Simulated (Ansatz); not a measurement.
# LuBi (zincblende type): a single-point run

Wanted: a converged single-point run for LuBi (zincblende type), and a check of what comes out. The structure is shown as the input types it.

Computed with Ansatz 0.2.0 (DFT, LDA, PAW with Ansatz's default frozen-core files, scalar-relativistic, unless a step's input says otherwise).

4 further runs of the same task are left out: 3 that didn't finish, 1 set aside as unsound or not needed. Runs told in other sessions of the task aren't counted.

**1. The structure to begin with**

The structure is cubic, space group F-43m (No. 216). Conventional cell: a = 5.283 Å, b = 5.283 Å, c = 5.283 Å, α = 90.00°, β = 90.00°, γ = 90.00°. Lu (site symmetry -43m) has 4 Bi at 2.29 Å in its first shell of neighbours. Bi (site symmetry -43m) is surrounded by 4 Lu at 2.29 Å.

Coordinates:

```
CELL_PARAMETERS angstrom
0.00000 2.64147 2.64147
2.64147 0.00000 2.64147
2.64147 2.64147 0.00000
ATOMIC_POSITIONS crystal
Lu 0.00000 0.00000 0.00000
Bi 0.25000 0.25000 0.25000
```

**2. The calculation**

The input, input.yaml:

```yaml
crystal:
  lattice:
    - [0.0, 2.6414704, 2.6414704]
    - [2.6414704, 0.0, 2.6414704]
    - [2.6414704, 2.6414704, 0.0]
  atoms:
    - { symbol: Lu, position: [0.0, 0.0, 0.0] }
    - { symbol: Bi, position: [0.25, 0.25, 0.25] }
kpoints:
  mp_grid: { grid: [12, 12, 12] }
scf:
  occupations: { method: fermi_dirac, width: 0.08 }
  max_iter: 80
hamiltonian:
  xc: lda
  pseudopotentials: { kind: paw }
output:
  forces: true
  stress: true
  eigenvalues: true
  populations: true
```

Command:

```console
> ansatz run input.yaml --threads 1 --pin off --max-ram 2048MiB --backend cpu --events-out ev --progress --plain --runs-dir out
```

Q: Will this input give a usable result? If not, why, and what should change?

This run ends as converged. It gives a pressure of 135 GPa, which is large; a structure far from rest gives such values too, whatever the setting.

The structure was scaled down until the atoms press into each other. The shortest distance in the input is 2.29 Å, between atoms 1 (Lu) and 2 (Bi).

Remedy: restore the intended size.
